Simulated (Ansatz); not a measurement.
# quartet GeSiH4F: levels of theory compared

Aim: a comparison of 6 runs (UB3LYP/6-31G*, U-revPBE/def2-SVPD, UBLYP/def2-SVPD, UPBE/def2-SVPD, USVWN5/def2-SVPD, UCCSD(T)/def2-SVPD) of quartet GeSiH4F. 

Program for the calculation: Ansatz 0.2.0.

33 further runs of the same task are left out: 33 set aside as unsound or not needed. Runs told in other sessions of the task aren't counted.

### Step 1. The system as given

The species is GeSiH4F (7 atoms), meant as a quartet with charge 0. As SMILES of the parent species, `F[SiH][GeH3]`. The shape is that of a PBE0-D4/def2-TZVP optimisation. That shape belongs to the parent species and isn't relaxed for this state.

Bond lengths: F1–Si2 1.610 Å, Si2–Ge3 2.386 Å, Si2–H4 1.494 Å, Ge3–H5 1.538 Å, Ge3–H6 1.535 Å, Ge3–H7 1.540 Å. Angles: F1–Si2–Ge3 110.1°, F1–Si2–H4 106.6°, Ge3–Si2–H4 113.1°, Si2–Ge3–H5 107.6°, Si2–Ge3–H6 109.9°, Si2–Ge3–H7 112.2°, H5–Ge3–H6 109.0°, H5–Ge3–H7 109.1°, H6–Ge3–H7 109.0°.

### Step 2. A single-point energy at UB3LYP/6-31G(d) (spherical functions) (run 1)

File in.yaml:

```yaml
crystal:
  periodic: [false, false, false]
  atoms:
    - symbol: F
      position_ang: [-0.828200, -1.797600, 1.409500]
    - symbol: Si
      position_ang: [-0.880400, -1.140500, -0.059400]
    - symbol: Ge
      position_ang: [0.333800, 0.913400, -0.081600]
    - symbol: H
      position_ang: [-0.325400, -2.158700, -1.001700]
    - symbol: H
      position_ang: [0.289700, 1.465200, -1.516000]
    - symbol: H
      position_ang: [-0.331000, 1.924700, 0.863100]
    - symbol: H
      position_ang: [1.802700, 0.725500, 0.340400]
basis:
  gaussian:
    orbitals: 6-31G_st_-spherical.json
magnetization:
  spin_polarized: true
  initial_magnetization: 3
hamiltonian:
  xc: {name: B3LYP}
accuracy: high
output: {orbitals: {seedname: orbitals}}
```

The basis set 6-31G* is read from a file made from the Basis Set Exchange's data (not shown).

The run is started by

```
$ ansatz run in.yaml --threads 1 --pin off --max-ram 3480MiB --events-out events.jsonl --progress --plain --runs-dir runs
```

Output:

```text
Warning: RAYON_NUM_THREADS=1 ignored (pool sized by the plan → 1); use --threads N
Functional definition: B3LYP
  name "B3LYP"
  parameter a0 = 0.2
  parameter ax = 0.72
  parameter ac = 0.81
  exchange = (1 - a0 - ax)*slater_x + ax*b88_x + a0*exact_x
  correlation = (1 - ac)*vwn_rpa_c + ac*lyp_c
1514 factors; integrals over basis functions are off by at most 6.3e-9 eV
mean field evaluation 1: about -67163.3096 eV, gradient 2.2e1 eV
mean field evaluation 2: about -67153.7896 eV, gradient 5.6e1 eV
mean field evaluation 4: about -67164.8685 eV, gradient 1.5e0 eV
mean field evaluation 8: about -67165.0376 eV, gradient 1.5e-1 eV
mean field evaluation 16: about -67165.0382 eV, gradient 2.1e-3 eV
mean field evaluation 32: about -67165.0382 eV, gradient 1.3e-7 eV
mean field -67165.03822550 eV, -2468.2696286893 hartree, gradient 5.9e-8 eV, S^2 3.753340; 2 other end points of the search recorded, 0 dependent functions left out
reference -67165.03826845 eV, -2468.2696302674 hartree; 31, 28 occupied and 41, 44 virtual orbitals, 1514 factors
Total energy: -67165.03826845 eV, -2468.2696302674 hartree
```

Run time: 26 s. Hardware: 1 thread of Arm Neoverse N1, shared host; peak memory 0.35 GiB.

### Step 3. The energy at U-revPBE/def2-SVPD (run 2)

File in.yaml:

```yaml
crystal:
  periodic: [false, false, false]
  atoms:
    - {symbol: F, position_ang: [-0.828200, -1.797600, 1.409500]}
    - {symbol: Si, position_ang: [-0.880400, -1.140500, -0.059400]}
    - {symbol: Ge, position_ang: [0.333800, 0.913400, -0.081600]}
    - {symbol: H, position_ang: [-0.325400, -2.158700, -1.001700]}
    - {symbol: H, position_ang: [0.289700, 1.465200, -1.516000]}
    - {symbol: H, position_ang: [-0.331000, 1.924700, 0.863100]}
    - {symbol: H, position_ang: [1.802700, 0.725500, 0.340400]}
basis:
  gaussian:
    orbitals: def2-SVPD
magnetization:
  spin_polarized: true
  initial_magnetization: 3
hamiltonian:
  xc: {name: revPBE}
accuracy: high
output:
  orbitals: {seedname: orbitals}
```

The run is started by

```
$ ansatz run in.yaml --threads 1 --pin off --max-ram 3480MiB --events-out events.jsonl --progress --plain --runs-dir runs
```

Output:

```text
Warning: RAYON_NUM_THREADS=1 ignored (pool sized by the plan → 1); use --threads N
Functional definition: revPBE
  name "revPBE"
  parameter kappa = 1.245
  parameter beta = 0.06672455060314922
  exchange = pbe_x(kappa = kappa, mu = beta*pi^2/3)
  correlation = pbe_c(beta = beta)
2290 factors; integrals over basis functions are off by at most 4.5e-9 eV
mean field evaluation 1: about -67151.4847 eV, gradient 2.7e1 eV
mean field evaluation 2: about -67123.8299 eV, gradient 8.8e1 eV
mean field evaluation 4: about -67153.8310 eV, gradient 3.3e0 eV
mean field evaluation 8: about -67153.8684 eV, gradient 1.3e-1 eV
mean field evaluation 16: about -67153.8685 eV, gradient 1.4e-4 eV
mean field evaluation 32: about -67150.2609 eV, gradient 1.1e1 eV
mean field -67153.86852427 eV, -2467.8591497400 hartree, gradient 3.6e-8 eV, S^2 3.753017; 6 other end points of the search recorded, 0 dependent functions left out
reference -67153.86853053 eV, -2467.8591499700 hartree; 31, 28 occupied and 86, 89 virtual orbitals, 2290 factors
Total energy: -67153.86853053 eV, -2467.8591499700 hartree
```

Wall time 37 s (1 thread of Arm Neoverse N1, shared host); peak memory 0.44 GiB.

Runs 3 to 5 aren't shown in full; the table further down has their settings and results.

### Step 4. The energy at UCCSD(T)/def2-SVPD (run 6)

File input.yaml:

```yaml
basis:
  gaussian:
    orbitals: def2-SVPD
crystal:
  periodic: [false, false, false]
  atoms:
    - {symbol: F, position_ang: [-0.828200, -1.797600, 1.409500]}
    - {symbol: Si, position_ang: [-0.880400, -1.140500, -0.059400]}
    - {symbol: Ge, position_ang: [0.333800, 0.913400, -0.081600]}
    - {symbol: H, position_ang: [-0.325400, -2.158700, -1.001700]}
    - {symbol: H, position_ang: [0.289700, 1.465200, -1.516000]}
    - {symbol: H, position_ang: [-0.331000, 1.924700, 0.863100]}
    - {symbol: H, position_ang: [1.802700, 0.725500, 0.340400]}
magnetization:
  spin_polarized: true
  initial_magnetization: 3
correlation:
  method: ccsd_t
  frozen_orbitals: {F: 1, Ge: 9, H: 0, Si: 5}
accuracy: high
scf:
  omitted_lower_state_checks: [cluster_reference, increment]
```

The run is started by

```
$ ansatz run input.yaml --threads 1 --pin off --max-ram 3480MiB --events-out events.jsonl --progress --plain --runs-dir runs
```

Output:

```text
Warning: RAYON_NUM_THREADS=1 ignored (pool sized by the plan → 1); use --threads N
[... 13 lines left out ...]
15 core orbitals not correlated: weight in the atoms' cores, before any rotation towards them, 1.000 or more for the frozen orbitals, at most 0.000 for the correlated occupied ones
[... 39 lines left out ...]
Total energy: -67102.98484398 eV, -2465.9892089796 hartree
Checks for a lower state left out: cluster_reference, increment
```

Run time: 8.5 min. Hardware: 1 thread of Arm Neoverse N1, shared host; peak memory 2.1 GiB.

### Step 5. Overview of the runs

```
run                                level  frozen core orbitals   energy (Eh)  HOMO energy (eV)   ⟨S²⟩  wall time
  1  UB3LYP/6-31G* (spherical functions)                     –  -2468.269630             -2.21  3.753       26 s
  2                   U-revPBE/def2-SVPD                     –  -2467.859150             -2.12  3.753       37 s
  3                      UBLYP/def2-SVPD                     –  -2468.141180             -1.89  3.753       40 s
  4                       UPBE/def2-SVPD                     –  -2467.545821             -2.15  3.753       37 s
  5                     USVWN5/def2-SVPD                     –  -2463.137715             -2.17  3.752       20 s
  6                   UCCSD(T)/def2-SVPD                    15  -2465.989209                 –  3.761    8.5 min
```

### Step 6. What came out

| quantity | value |
| --- | --- |
| run 6: total energy | -2465.98921 Eh |
| run 6: correlation energy (15 core orbitals frozen) | -561.3 mEh |
| run 6: (T) correction | -16.38 mEh |
| run 6: ⟨S²⟩ of the reference determinant | 3.761 |
| run 6: T1 diagnostic | 0.024 |

**Reading.** Totals of different functionals can't be ranked against each other. All runs together took 11 min, the longest 8.5 min.
